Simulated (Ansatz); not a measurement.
Geometry optimisation, DFT PBE-D3(BJ), scalar-relativistic, plane waves, PAW (Ansatz).

Input file:

```yaml
accuracy: low
crystal:
  lattice:
    - [6.46, 0.0, 0.0]
    - [-4.845, 8.391786, 0.0]
    - [0.0, 0.0, 5.14539]
  atoms:
    - { symbol: Zr, position: [0.0, 0.0, 0.0] }
    - { symbol: Zr, position: [0.1666667, 0.2222222, 0.5] }
    - { symbol: Zr, position: [0.0, 0.3333333, 0.0] }
    - { symbol: Zr, position: [0.1666667, 0.5555556, 0.5] }
    - { symbol: Zr, position: [0.0, 0.6666667, 0.0] }
    - { symbol: Zr, position: [0.1666667, 0.8888889, 0.5] }
    - { symbol: Zr, position: [0.5, 0.0, 0.0] }
    - { symbol: Zr, position: [0.6666667, 0.2222222, 0.5] }
    - { symbol: Zr, position: [0.5, 0.3333333, 0.0] }
    - { symbol: Zr, position: [0.6666667, 0.5555556, 0.5] }
    - { symbol: Zr, position: [0.5, 0.6666667, 0.0] }
    - { symbol: Zr, position: [0.6666667, 0.8888889, 0.5] }
    - { symbol: O, position: [0.8325279, 0.1090418, 0.2571199] }
basis:
  ecutwfc: 420.0
kpoints:
  mp_grid: { grid: [3, 2, 3] }
hamiltonian:
  xc: pbe
  dispersion: d3bj
scf:
  occupations: { method: fermi_dirac, width: 0.15 }
  lower_state_search: "off"
relax:
  f_tol: 0.08
  max_steps: 25
  adjacent_minimum: "off"
```

Command:

```bash
$ ansatz run input.yaml --threads 2 --pin off --max-ram 5120MiB --backend cpu --events-out ev --progress --plain --runs-dir out
```

Problem. Where does it end, and by what steps?

Solution. The run converged. The threshold is loose, so the end isn't yet a minimum. Limits of this set-up: coarse k mesh, a small cell, in which the defect meets its images, a typed lattice constant that wasn't relaxed here, low accuracy level. After 2 steps the energy has fallen by 0.019 eV; Zr1 moved furthest, 0.03 Å.

```json
{"step": "0", "energy less start (eV)": "0.0000", "largest force component (eV/Å)": "0.327", "accepted": "yes"}
{"step": "1", "energy less start (eV)": "0.0737", "largest force component (eV/Å)": "0.491", "accepted": "no"}
{"step": "2", "energy less start (eV)": "-0.0193", "largest force component (eV/Å)": "0.077", "accepted": "yes"}
```

```xyz
13
Lattice="6.4600 0.0000 0.0000 -4.8450 8.3918 0.0000 0.0000 0.0000 5.1454" Properties=species:S:1:pos:R:3
Zr -0.007 0.001 -0.027
Zr 0.001 1.869 2.597
Zr -1.616 2.784 -0.001
Zr -1.614 4.661 2.584
Zr -3.228 5.593 -0.015
Zr -3.227 7.449 2.571
Zr 3.236 0.004 -0.025
Zr 3.231 1.870 2.595
Zr 1.614 2.807 0.007
Zr 1.617 4.664 2.590
Zr -0.003 5.585 -0.004
Zr -0.001 7.459 2.585
O 4.847 0.926 1.301
```

Whether the end is a true minimum wasn't checked by a vibrational analysis.

Time of the run: 27 s on 2 threads of Intel(R) Xeon(R) Platinum 8259CL CPU @ 2.50GHz (Skylake/Cascade Lake), on a shared host, peak memory 0.74 GiB.
